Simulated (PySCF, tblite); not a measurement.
# C₈H₁₁ radical: geometry, infrared bands and EPR parameters

Aim: predict the infrared bands and EPR parameters of C₈H₁₁ radical (`CCC1=CC=[C]CC1`).

Computed with tblite 0.8.0 and PySCF 2.14.0, with density-fitted response routines of our own, on a single molecule in the gas phase. Atoms count from 0, in the outputs and in this text.

**1. The starting structure**

19 atoms, charge 0, multiplicity 2; geometry from: force field or distance geometry start.

Bonds of the start (Å): C0–C1 1.51, C1–C2 1.49, C2–C3 1.31, C3–C4 1.45, C4–C5 1.31, C5–C6 1.45, C6–C7 1.48, C7–C2 1.46, C0–H8 1.12, C0–H9 1.10, C0–H10 1.11, C1–H11 1.11, C1–H12 1.12, C3–H13 1.09, C4–H14 1.09, C6–H15 1.12, C6–H16 1.15, C7–H17 1.14, C7–H18 1.14.

**2. Optimising the geometry with GFN2-xTB**

What the job is given:

```
{"job": {"kind": "relax", "xc": "GFN2-xTB", "basis": "xTB"}, "charge": 0, "multiplicity": 2}
C      2.102900    -0.334000    -0.997200
C      1.537300    -0.599400     0.378900
C      0.152900    -0.044300     0.414100
C     -0.063000     0.901200     1.300500
C     -1.397000     1.467200     1.377700
C     -2.285100     1.012800     0.528600
C     -2.142600    -0.005000    -0.490600
C     -0.785300    -0.594900    -0.553500
H      1.605400    -1.035200    -1.707700
H      3.189100    -0.488200    -0.995600
H      1.787700     0.696700    -1.267300
H      1.545600    -1.684500     0.611100
H      2.161800    -0.115300     1.171000
H      0.716700     1.237800     1.984500
H     -1.653300     2.252500     2.083200
H     -2.518100     0.342700    -1.485300
H     -2.831800    -0.899300    -0.261200
H     -0.808000    -1.735300    -0.523100
H     -0.325300    -0.366200    -1.575700
```

Command:

```sh
OMP_NUM_THREADS=1 python probes_run.py task.json out
```

One launch serves the whole session: the jobs run in the order shown.

**Question.** This job is followed by: GFN2-xTB harmonic vibrations, gas phase; UKS B3LYP, pcH-1 on C H, non-relativistic, mean-field spin-orbit, GIAO. Predict these results of the whole session: strongest single infrared mode (GFN2-xTB); zero-point energy (GFN2-xTB); g(iso) (B3LYP); ⟨S²⟩; largest a(iso) (averaged by class); potential on the surface of density 0.002 e/bohr³, 1st and 99th percentile.

As calculated:

| quantity | value |
| --- | --- |
| strongest single infrared mode (GFN2-xTB) | 2922 cm⁻¹, 62 km/mol |
| zero-point energy (GFN2-xTB) | 102.0 kcal/mol |
| g(iso) (B3LYP) | 2.00234 |
| ⟨S²⟩ | 0.764 (exact 0.75) |
| largest a(iso) (averaged by class) | 13C on C5, 370.8 MHz |
| potential on the surface of density 0.002 e/bohr³, 1st and 99th percentile | -0.77 V and 0.75 V |

The optimisation took 98 steps and gained 0.636 eV; among the close pairs (by a distance rule), C6–C7 changed most, from 1.481 to 1.544 Å. All 51 modes are real, so the xTB geometry is a minimum. The strongest single mode, at 2922 cm⁻¹, moves mainly H18. GFN2-xTB is a fitted tight-binding method: band positions and strengths are rough. Its intensities can rank the bands wrongly. Most of the unpaired spin sits on C5 (1.02 e). The isotropic g lies 0.0 ppt above the free-electron value. The conformer search found further structures of the same energy, which may be mirror or relabelled copies of this one.
